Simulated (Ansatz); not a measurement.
# ClGeH5Si, SMILES [SiH3][GeH2][Cl]: a rigid torsion scan

Run with the Python package of Ansatz (0.2.0).

`clgeh5si_torsion.py`:
```python
# -*- coding: utf-8 -*-
"""Energy of ClGeH5Si as one group turns about a bond."""

from dataclasses import dataclass

import ansatz as az
from ase import Atoms


@dataclass(frozen=True)
class Settings:
    basis: str = "def2-SVP"
    functional: str = "pbe0"
    force_tol: float = 0.02
    method: str = "mp2"


cfg = Settings()


def main():
    atoms = Atoms(["Si", "Ge", "Cl", "H", "H", "H", "H", "H"], positions=[
        (-0.8013, 0.7475, -0.2731),
        (0.7269, -0.8405, 0.1566),
        (1.9626, -0.185, 1.7758),
        (-1.6358, 0.3629, -1.3968),
        (-0.1685, 2.0356, -0.6731),
        (-1.6693, 1.0319, 0.9141),
        (1.6231, -1.0708, -1.1026),
        (0.0544, -2.1387, 0.5433),
    ])

    # start the scan from a relaxed geometry
    first = (
        az.Crystal.molecule_from_ase(atoms).calculation()
        .basis(gaussian=cfg.basis)
        .functional(cfg.functional)
        .relax(force_tolerance=cfg.force_tol, max_steps=80)
    )
    atoms.positions = first.run(threads=1).report["positions_ang"]

    start = atoms.get_dihedral(3, 0, 1, 2)
    energies = {}
    for turn in range(0, 360, 30):
        turned = atoms.copy()
        turned.set_dihedral(3, 0, 1, 2, start + turn, indices=[1, 2, 6, 7])
        job = az.Crystal.molecule_from_ase(turned).calculation().basis(gaussian=cfg.basis).correlation(cfg.method)
        energies[round((start + turn) % 360)] = job.run(threads=1).report["free_energy_ev"]
    floor = min(energies.values())
    print("dihedral H3-Si0-Ge1-Cl2 (deg)   E - E(min) (eV)")
    for angle, e in sorted(energies.items()):
        print(f"{angle:8d} {(e - floor):14.3f}  " + "#" * int(30 * (e - floor) / max(max(energies.values()) - floor, 1e-9)))


if __name__ == "__main__":
    main()
```

`python clgeh5si_torsion.py` gives:
```text
dihedral H3-Si0-Ge1-Cl2 (deg)   E - E(min) (eV)
       0          0.055  ##############################
      30          0.028  ###############
      60          0.001
      90          0.027  ##############
     120          0.053  ############################
     150          0.026  ##############
     180          0.000
     210          0.026  ##############
     240          0.054  #############################
     270          0.027  ##############
     300          0.001
     330          0.028  ###############
```

The scan is rigid and the energies are electronic, in a modest basis. With rigid groups the curve can differ much from the relaxed path, the start wasn't checked as a minimum of this torsion, and equivalent turns needn't return to the same energy. The start is relaxed with a density functional and scanned with the wavefunction method, so it isn't exactly that method's minimum. Wall time of the script: 56 s on 1 thread of Arm Neoverse V1, with other jobs on the host, peak memory 0.28 GiB.
